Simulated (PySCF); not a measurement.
# C3H10NSi: the cost of one run

Computed with PySCF 2.14.0 and routines of our own; the level stands in each step. Atoms count from 0.

## 1. The starting structure

15 atoms, charge 0, multiplicity 2; geometry from: GFN2-xTB.

## 2. Open-shell or spin-flip excitations: unrestricted TDA wB97X-D/def2-SVPD

Job settings and geometry (Å):

```
{"job": {"kind": "uabs", "xc": "wB97X-D", "basis": "def2-SVPD", "nstates": 10, "tda": true}, "charge": 0, "multiplicity": 2}
C     -1.534135    -1.226275    -0.631578
C     -0.566898    -0.176743    -0.210629
C     -0.875282     0.735747     0.919093
N      0.701884    -0.162577    -0.747493
Si     2.124226     0.656492    -0.204288
H     -2.540792    -0.812950    -0.712375
H     -1.582680    -2.053632     0.090054
H     -1.259038    -1.647370    -1.598177
H     -0.096510     0.689611     1.686630
H     -0.934057     1.778025     0.590084
H     -1.827703     0.468764     1.370351
H      0.823869    -0.870513    -1.456612
H      1.824832     2.083795    -0.061821
H      3.078077     0.371072    -1.274388
H      2.659794     0.174544     1.082513
```

Level: unrestricted TDA wB97X-D/def2-SVPD, vertical, gas phase, core orbitals frozen in the response.

Run with:

```
> OMP_NUM_THREADS=1 python excited_run.py task.json out
```

This one command runs all jobs of the session in turn.

**Question.** How long does this first job take on 1 thread of Arm Neoverse V2, shared host, and how much memory does it need?

About 48 s, with a peak of 0.66 GiB.
